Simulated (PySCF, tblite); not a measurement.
**C₈H₇Si radical: geometry, infrared bands and EPR parameters**

Wanted: the infrared bands and EPR parameters of C₈H₇Si radical (`C#C[SiH2]c1c[c]ccc1`), by calculation.

The runs use tblite 0.8.0 and PySCF 2.14.0, with density-fitted response routines of our own; the level of theory stands in each step. All values are computed, except where a source is named. Atoms count from 0, in the outputs and in this text.

**1. Starting geometry**

16 atoms, charge 0, multiplicity 2; geometry from: force field or distance geometry start.

Bonds of the start (Å): C0–C1 1.20, C1–Si2 1.84, Si2–C3 1.85, C3–C4 1.38, C4–C5 1.39, C5–C6 1.37, C6–C7 1.40, C7–C8 1.38, C8–C3 1.39, C0–H9 1.06, Si2–H10 1.46, Si2–H11 1.46, C4–H12 1.09, C6–H13 1.09, C7–H14 1.09, C8–H15 1.09.

**2. Relaxing the molecule with GFN2-xTB**

What the job is given:

```
{"job": {"kind": "relax", "xc": "GFN2-xTB", "basis": "xTB"}, "charge": 0, "multiplicity": 2}
C      2.900200     2.212700    -0.845000
C      2.478200     1.179700    -0.399200
Si     1.841800    -0.397900     0.306200
C     -0.002600    -0.395900     0.117200
C     -0.493500    -0.262900    -1.160700
C     -1.856300    -0.255600    -1.413700
C     -2.685500    -0.391200    -0.330200
C     -2.218300    -0.533100     0.977800
C     -0.854500    -0.545000     1.199800
H      3.251100     3.122700    -1.248500
H      2.401100    -1.522900    -0.431100
H      2.161900    -0.374300     1.725400
H      0.208000    -0.152800    -1.981400
H     -3.751000    -0.388100    -0.538700
H     -2.919900    -0.636100     1.800400
H     -0.468300    -0.650300     2.210100
```

Run with:

```
$ OMP_NUM_THREADS=1 python probes_run.py task.json out
```

One launch serves the whole session: the jobs run in the order shown.

**Question.** This job is followed by: GFN2-xTB harmonic vibrations, gas phase; UKS B3LYP, pcH-1 on C H Si, non-relativistic, mean-field spin-orbit, GIAO. Predict these results of the whole session: strongest single infrared mode (GFN2-xTB); zero-point energy (GFN2-xTB); g(iso) (B3LYP); ⟨S²⟩; largest a(iso) (averaged by class); surface potential, 1st and 99th percentile.

The runs gave:

| quantity | value |
| --- | --- |
| strongest single infrared mode (GFN2-xTB) | 729 cm⁻¹, 391 km/mol |
| zero-point energy (GFN2-xTB) | 68.5 kcal/mol |
| g(iso) (B3LYP) | 2.00225 |
| ⟨S²⟩ | 0.757 (exact 0.75) |
| largest a(iso) (averaged by class) | 13C on C5, 391.7 MHz |
| surface potential, 1st and 99th percentile | -0.75 V and 1.42 V |

The optimisation took 34 steps and gained 0.182 eV; among the close pairs (by a distance rule), Si2–C3 changed most, from 1.854 to 1.892 Å. The lowest mode is slightly imaginary (6i cm⁻¹), a soft motion within the noise of the Hessian, so the minimum is not strictly shown. The strongest single mode, at 729 cm⁻¹, has its largest shares on Si2, H11 and H10 (the list is cut at 3 atoms). GFN2-xTB is a fitted tight-binding method: band positions and strengths are rough. Its intensities can rank the bands wrongly. Most of the unpaired spin sits on C5 (1.00 e). The isotropic g lies 0.1 ppt below the free-electron value.
